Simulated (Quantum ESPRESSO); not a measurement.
Input of a Quantum ESPRESSO 7.5 run:

pw.in

```
&CONTROL
  calculation = 'scf'
  prefix = 'pwscf'
  outdir = './tmp'
  pseudo_dir = './pseudo'
  tprnfor = .true.
  tstress = .true.
  disk_io = 'nowf'
/
&SYSTEM
  ibrav = 0
  nat = 2
  ntyp = 2
  ecutwfc = 60
  ecutrho = 440
  nbnd = 24
  occupations = 'smearing'
  smearing = 'fd'
  degauss = 0.00367493
/
&ELECTRONS
  conv_thr = 4d-10
  electron_maxstep = 120
  mixing_beta = 0.5
/
ATOMIC_SPECIES
W    183.8400 W_pbe_v1.2.uspp.F.UPF
Au   196.9666 Au_ONCV_PBE-1.0.oncvpsp.upf
CELL_PARAMETERS angstrom
   0.0000000000    2.9092100000    2.9092100000
   2.9092100000    0.0000000000    2.9092100000
   2.9092100000    2.9092100000    0.0000000000
ATOMIC_POSITIONS crystal
W      0.0000000000    0.0000000000    0.0000000000
Au     0.7500000000    0.7500000000    0.7500000000
K_POINTS automatic
8 8 8 0 0 0
```

Potentials or basis: SSSP 1.3 efficiency PBE.

The run is started by

```sh
$ OMP_NUM_THREADS=1 pw.x -in pw.in > pw.out
```

What does it give for the band gap on the k mesh?

None (metal or under the smearing width).

What does it give for the pressure?

-0.1 GPa.

Spin-orbit coupling is left out, which matters for the levels of Au, W.
